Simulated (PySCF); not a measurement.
**C₃H₆O₃SSi: electronic excitations**

Wanted: the electronic excitations of C₃H₆O₃SSi (`C=C1[SiH2][C@@H]1S(=O)(=O)O`), by calculation.

Programs: PySCF 2.14.0, with density-fitted response routines of our own. Each step states its level of theory. These are calculated values for one molecule in the gas phase, unless marked as measured. Atoms count from 0, in the outputs and in this text.

**1. The starting structure**

14 atoms, charge 0, multiplicity 1; geometry from: GFN2-xTB.

Bonds of the start (Å): C0–C1 1.32, C1–Si2 1.86, Si2–C3 1.91, C3–S4 1.75, S4–O5 1.43, S4–O6 1.43, S4–O7 1.63, C3–C1 1.50, C0–H8 1.08, C0–H9 1.08, Si2–H10 1.46, Si2–H11 1.44, C3–H12 1.08, O7–H13 0.96.

**2. Excited states and response: CAM-B3LYP/def2-SVPD**

Job settings and geometry (Å):

```
{"job": {"kind": "uv", "xc": "CAM-B3LYP", "basis": "def2-SVPD", "nstates": 8, "ntriplets": 3}, "charge": 0, "multiplicity": 1}
C     -2.303192    -0.335013     0.517667
C     -1.200203     0.379768     0.473812
Si    -0.095712     1.779274    -0.042299
C      0.192395     0.216338     1.011259
S      1.013217    -0.951046    -0.002041
O      0.933757    -2.301727     0.468932
O      0.662606    -0.684219    -1.364197
O      2.562828    -0.489043     0.216462
H     -2.349316    -1.268087     1.060898
H     -3.204040    -0.023521     0.014640
H     -0.211938     2.948053     0.824186
H      0.502834     1.944766    -1.344939
H      0.377835     0.040250     2.058230
H      3.118251    -1.256266     0.365249
```

Level: TDDFT CAM-B3LYP/def2-SVPD, vertical, gas phase, core orbitals frozen in the response.

The run is started by

```sh
$ OMP_NUM_THREADS=1 python probes_run.py task.json out
```

This one command runs all jobs of the session in turn.

Log:

```text
coarse grid: 13488 points
cycle   1  E = -1030.1271352352  dE =  2.221e+00  |g| = 1.216e+00  |ddm| = 5.966e+00
cycle   2  E = -1029.8607508705  dE =  2.664e-01  |g| = 1.754e+00  |ddm| = 3.424e+00
cycle   3  E = -1030.4098899266  dE = -5.491e-01  |g| = 1.759e-01  |ddm| = 2.029e+00
cycle   4  E = -1030.4153915685  dE = -5.502e-03  |g| = 7.406e-02  |ddm| = 2.981e-01
cycle   5  E = -1030.4164469784  dE = -1.055e-03  |g| = 1.449e-02  |ddm| = 9.538e-02
cycle   6  E = -1030.4164931510  dE = -4.617e-05  |g| = 4.499e-03  |ddm| = 3.175e-02
cycle   7  E = -1030.4164983027  dE = -5.152e-06  |g| = 9.811e-04  |ddm| = 9.027e-03
final grid: 123152 points
cycle   8  E = -1030.5661904568  dE = -2.527e-05  |g| = 3.171e-03  |ddm| = 6.826e-02
cycle   9  E = -1030.5661895616  dE =  8.952e-07  |g| = 3.856e-03  |ddm| = 1.236e-02
cycle  10  E = -1030.5661930749  dE = -3.513e-06  |g| = 5.120e-04  |ddm| = 5.644e-03
cycle  11  E = -1030.5661931269  dE = -5.205e-08  |g| = 1.837e-04  |ddm| = 9.548e-04
cycle  12  E = -1030.5661931347  dE = -7.791e-09  |g| = 6.778e-05  |ddm| = 4.131e-04
cycle  13  E = -1030.5661931356  dE = -8.949e-10  |g| = 1.987e-05  |ddm| = 9.901e-05
converged SCF energy = -1030.5661931356

Static polarisability (au): isotropic 90.747, principal 71.883 97.028 103.331

Singlet excitations
state   eV       nm        f      main configurations
  1   5.2913    234.3   0.00593   H->L 0.80, H-1->L 0.10
  2   6.3392    195.6   0.01462   H-2->L 0.66, H-3->L 0.19
  3   6.6005    187.8   0.31380   H-1->L 0.42, H->L+1 0.42
  4   6.6924    185.3   0.14195   H->L+1 0.46, H-1->L 0.43
  5   6.8199    181.8   0.05295   H-1->L+1 0.83
  6   7.3287    169.2   0.02107   H-2->L+1 0.54, H-3->L 0.17
  7   7.3860    167.9   0.00499   H-3->L 0.48, H-2->L 0.19, H-2->L+1 0.13
  8   7.5573    164.1   0.01809   H->L+2 0.57, H->L+3 0.14, H->L+4 0.08

Triplet excitations (Tamm-Dancoff, eV): 3.9994 4.8245 5.4248
```

Wall time 62 s (1 thread of Arm Neoverse V1, shared host); peak memory 1 GiB.

The orbitals next to the gap, with their largest atomic shares:

| orbital | eV | atoms |
| --- | --- | --- |
| HOMO−3 | -10.59 | O5 39 %, C3 13 %, O7 10 % |
| HOMO−2 | -10.17 | O6 22 %, O5 18 %, C3 14 % |
| HOMO−1 | -9.64 | C1 33 %, C0 28 %, O6 9 % |
| HOMO | -9.25 | C1 25 %, Si2 20 %, C3 18 % |
| LUMO | -0.19 | C0 27 %, C1 24 %, Si2 10 % |
| LUMO+1 | 0.31 | Si2 38 %, S4 11 %, H11 11 % |
| LUMO+2 | 0.85 | S4 23 %, Si2 20 %, O7 18 % |

With each of the 8 states as a Gaussian band of 0.4 eV half-width at 1/e, the curve within the window shown has maxima at 234 nm (ε 240), 187 nm (ε 20,000) L/(mol cm). Beyond the last state computed it falls off for lack of states. The curve at chosen wavelengths:

(nm, ε (L/mol/cm)): (158, 621), (162, 1284), (166, 2005), (171, 3691), (175, 7168), (179, 12798), (183, 18256), (188, 20184), (192, 16990), (196, 11742), (200, 6834), (205, 2833), (209, 1233), (213, 512), (217, 245), (222, 180), (226, 200), (230, 228), (234, 241), (239, 226), (243, 194), (247, 154), (251, 113), (256, 70), (260, 45), (264, 27)

Leading natural transition orbitals of singlet state 3: the hole lies on C1 35 %; C0 27 %; the particle on Si2 21 %; H10, H11 about 14 % each; C1 12 %.

Leading natural transition orbitals of singlet state 1: the hole lies on C1 33 %; Si2 24 %; C3 15 %; the particle on C0, C1 about 26 % each; H8, H9 about 8 % each; Si2 7 %.

Further results of this job:

| property | computed |
| --- | --- |
| dipole moment (D) | 3.25 |
| polarisability (Å³) | 13.45 |
| HOMO–LUMO gap (eV) | 9.05 |
| −ε(HOMO) (eV) | 9.25 |

The fields below are evaluated on a grid from the run's orbitals.

Frontier orbitals at CAM-B3LYP/def2-SVPD, with the share of their density that lies nearest to each atom:

| orbital | energy (eV) | lies on |
| --- | --- | --- |
| HOMO | -9.25 | C1 25 %; Si2 19 %; C3 17 % |
| LUMO | -0.19 | C0, C1 about 23 % each; H8, H9 about 8 % each; Si2 8 % |

ELF in a plane through or near 7 of the atoms.

Ten even steps from '0' (0.00) to '9' (1.00):
```
0000000000000000000000000000
0000000000000000000000000000
0000000000000000100000000000
0000000000000013441000000000
0000000000000147884100000000
0000000000002323884100000000
0000000110014277054100000000
0000025763016623286200000000
0000026886015844897300000000
0000147327347556226310000000
0000589877228776168566310000
0000478414214423664288620000
0000011015774100365565310000
0000000278277300799940000000
0000000368887400799950000000
0000000034554100168510000000
0000000001110000000000000000
0000000000000000000000000000
0000000000000000000000000000
0000000000000000000000000000
```
The map spans 11.9 Å across and 10.5 Å up, centred on the molecule. Atoms in the plane (x, y in Å): C0 (2.1, -1.0), C1 (1.3, 0.0), Si2 (0.6, 1.7), O5 (-1.5, -2.0), O7 (-2.6, 0.2), H8 (2.0, -2.0), H13 (-3.3, -0.4).

On the surface of density 0.002 e/bohr³ the electrostatic potential runs, from the 1st to the 99th percentile, from -1.57 V near O6 to 2.40 V near H13.

**3. Summary of results**

```
                                quantity                        value
    lowest singlet (CAM-B3LYP/def2-SVPD)  5.29 eV (234 nm), f = 0.006
brightest single state of those computed  state 3, 6.60 eV, f = 0.314
                          lowest triplet                      4.00 eV
   surface potential, 1st and 99th percentile           -1.57 V and 2.40 V
```

What this shows: The lowest singlet, at 5.29 eV, is HOMO→LUMO 0.80, HOMO−1→LUMO 0.10 and is weak; of the 8 states computed, the strongest absorption comes from state 3 at 6.60 eV. The lowest triplet lies 1.29 eV below the lowest singlet (triplets in Tamm-Dancoff, singlets in full TDDFT).
